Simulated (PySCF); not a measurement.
# Rh(OH)₃: relaxation and vibrations of the singlet

Aim: relax Rh(OH)₃ as a singlet from a trigonal pyramidal start, check by its vibrations whether the end is a minimum, and collect its spectrum and constants.

Method: PBE, basis Rh def2-SVP with ECP28, O def2-SVP, H def2-SVP, scalar-relativistic core potentials, no spin–orbit coupling, density fitting; program: PySCF 2.14.0.

## 1. Starting geometry

7 atoms, charge 0, spin multiplicity 1.

Bond lengths: Rh1–O2 1.880 Å, Rh1–O3 1.880 Å, Rh1–O4 1.880 Å, O2–H5 0.960 Å, O3–H6 0.960 Å, O4–H7 0.960 Å. Angles: O2–Rh1–O3 99.8°, O2–Rh1–O4 99.8°, O3–Rh1–O4 99.8°, Rh1–O2–H5 130.0°, Rh1–O3–H6 130.0°, Rh1–O4–H7 130.0°.

Coordinates in bohr (charge 0 multiplicity 1):
```
Rh    0.0000    0.0000   -0.5635
O     3.1369    0.0000    1.1044
O    -1.5684    2.7166    1.1044
O    -1.5684   -2.7166    1.1044
H     4.1665   -1.3897    1.6518
H    -0.8797    4.3031    1.6518
H    -3.2868   -2.9134    1.6518
```

## 2. Relaxing the singlet from the trigonal pyramidal start

One driver script runs all steps and calls PySCF; scf.py shows how it sets up the SCF of each step. The optimiser is the driver's own. Before each start the driver seeks the lowest SCF state from one or more starting densities and follows internal instabilities, so scf.py alone need not reach the same state.

The program finds C3 symmetry in the start, which this walk keeps. The walk stops when the largest gradient is under 0.0003 Eh/bohr and the energy has settled too.

scf.py reads:

```python
from pyscf import gto, scf, dft
mol = gto.M(atom='''
Rh     0.000000    -0.000000    -0.298191
O      1.659965     0.000000     0.584410
O     -0.829983     1.437572     0.584408
O     -0.829983    -1.437572     0.584408
H      2.204792    -0.735414     0.874110
H     -0.465510     2.277114     0.874108
H     -1.739285    -1.541699     0.874107''',
    basis={'Rh': 'def2-SVP', 'O': 'def2-SVP', 'H': 'def2-SVP'},
    ecp={'Rh': 'def2-SVP'},
    charge=0, spin=0)
mf = dft.RKS(mol, xc='PBE')
mf.grids.atom_grid = (50, 194)
aux = {'Rh': 'def2-universal-JKFIT', 'O': 'def2-universal-JKFIT', 'H': 'def2-universal-JKFIT'}
mf = mf.density_fit(auxbasis=aux)
mf.kernel()
```

After this run come: Frequencies.

Q: Predict the outcome of this session. Wanted: minimum; geometry; wavenumbers; dipole moment; highest occupied, lowest empty level; polar-tensor charge of Rh1; zero-point energy; atomisation energy.

**Answer**, as computed:

| quantity | value |
| --- | --- |
| minimum | singlet, C3v |
| geometry | O–H 0.986 Å (×3), Rh–O 1.844 Å (×3); H–O–Rh 108.9° (×3), O–Rh–O 120.0° (×3) |
| wavenumbers (cm⁻¹) | 186 (e), 192 (a1), 551 (a2), 640 (e), 652 (a1), 688 (e), 854 (a1), 883 (e), 3555 (e), 3561 (a1) |
| dipole moment | 3.93 D |
| highest occupied, lowest empty level | -5.18, -3.68 eV |
| polar-tensor charge of Rh1 | +0.84 e |
| zero-point energy | 105.9 kJ/mol |
| entropy at 298.15 K | 310.0 J/(mol K) |
| atomisation energy (no zero-point energy) | 2416 kJ/mol |

In words: The trigonal pyramidal start (C3) ends in a minimum of C3v symmetry. The strongest infrared band lies at 883 cm⁻¹ (e). Only this shape and spin were tried, so other structures or states may lie lower.
